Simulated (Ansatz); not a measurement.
# C₃H₇NOSi: how energies converge with the basis set

One table from this session's results is given with a row withheld; the runs are named, their logs left out.

Program: Ansatz 0.2.0, Gaussian basis. Level of theory: one geometry, several basis sets. These are calculated values, not measurements.

Levels to be run: PBE0-D4/def2-SVP; ωB97M-V/def2-SVP; PBE0-D4/def2-QZVPP; ωB97M-V/def2-QZVPP; the functionals' def2-TZVPP values are taken from earlier runs.

## The geometry

An earlier PBE0-D4 in a triple-zeta def2 set relaxation fixed the geometry.

SMILES `C/C=C1\N[SiH2]O1`, 13 atoms, charge 0, spin multiplicity 1.

Atoms are counted from 1 here; the program's logs count them from 0.

Bond lengths: C1–C2 1.491 Å, C1–H7 1.094 Å, C1–H8 1.093 Å, C1–H9 1.095 Å, C2–C3 1.326 Å, C2–H10 1.083 Å, C3–N4 1.406 Å, C3–O6 1.392 Å, N4–Si5 1.722 Å, N4–H11 1.002 Å, Si5–O6 1.679 Å, Si5–H12 1.482 Å, Si5–H13 1.485 Å. Angles: C2–C1–H7 111.4°, C2–C1–H8 111.9°, C2–C1–H9 112.2°, H7–C1–H8 106.8°, H7–C1–H9 106.9°, H8–C1–H9 107.4°, C1–C2–C3 124.1°, C1–C2–H10 119.5°, C3–C2–H10 116.4°, C2–C3–N4 132.9°, C2–C3–O6 125.5°, N4–C3–O6 101.7°, C3–N4–Si5 88.3°, C3–N4–H11 123.0°, Si5–N4–H11 141.7°, N4–Si5–O6 79.3°, N4–Si5–H12 117.7°, N4–Si5–H13 118.1° and more.

Coordinates:

```xyz
13

C    -0.2685   -1.8792    1.0571
C     0.3569   -0.5267    1.1160
C     0.2967    0.3624    0.1344
N    -0.3102    0.3479   -1.1341
Si    0.1929    1.9817   -1.3365
O     0.8883    1.6219    0.1486
H     0.4589   -2.6657    1.2806
H    -0.6757   -2.0966    0.0664
H    -1.0862   -1.9881    1.7780
H     0.8999   -0.2275    2.0043
H    -1.0486   -0.2839   -1.3787
H     1.1607    2.2762   -2.4191
H    -0.8448    3.0430   -1.3022
```

The first run:

Input file in.yaml:

```yaml
crystal:
  periodic: [false, false, false]
  atoms:
    - {symbol: C, position_ang: [-0.268500, -1.879189, 1.057092]}
    - {symbol: C, position_ang: [0.356877, -0.526717, 1.115991]}
    - {symbol: C, position_ang: [0.296651, 0.362412, 0.134356]}
    - {symbol: N, position_ang: [-0.310159, 0.347863, -1.134143]}
    - {symbol: Si, position_ang: [0.192878, 1.981744, -1.336515]}
    - {symbol: O, position_ang: [0.888337, 1.621861, 0.148591]}
    - {symbol: H, position_ang: [0.458906, -2.665749, 1.280598]}
    - {symbol: H, position_ang: [-0.675726, -2.096591, 0.066446]}
    - {symbol: H, position_ang: [-1.086162, -1.988119, 1.777958]}
    - {symbol: H, position_ang: [0.899924, -0.227543, 2.004265]}
    - {symbol: H, position_ang: [-1.048553, -0.283861, -1.378728]}
    - {symbol: H, position_ang: [1.160700, 2.276230, -2.419076]}
    - {symbol: H, position_ang: [-0.844775, 3.042958, -1.302235]}
basis:
  gaussian: {orbitals: def2-SVP}
hamiltonian: {xc: pbe0, dispersion: d4}
output: {orbitals: {seedname: orbitals}}
```

Run with:

```bash
ansatz run in.yaml --threads 4 --pin off --events-out ev --progress --plain --max-ram 10444MiB
```

Among the steps run: PBE0-D4 in def2-SVP; ωB97M-V in def2-SVP; PBE0-D4 in def2-QZVPP; ωB97M-V in def2-QZVPP.

One table of the session follows, with a row left open; its other results are not shown here.

It belongs to the step «Density functionals: the series». 

```
functional       basis  HOMO (eV)
   PBE0-D4    def2-SVP      -5.68
   PBE0-D4  def2-TZVPP      -5.75
   PBE0-D4  def2-QZVPP      -5.78
   ωB97M-V    def2-SVP          ?
   ωB97M-V  def2-TZVPP      -7.94
   ωB97M-V  def2-QZVPP      -7.96
```

Estimate the missing values for ωB97M-V, def2-SVP.

**Answer.** HOMO (eV): -7.84. In the column «HOMO (eV)» it lies between ωB97M-V, def2-TZVPP (-7.94) and PBE0-D4, def2-QZVPP (-5.78).
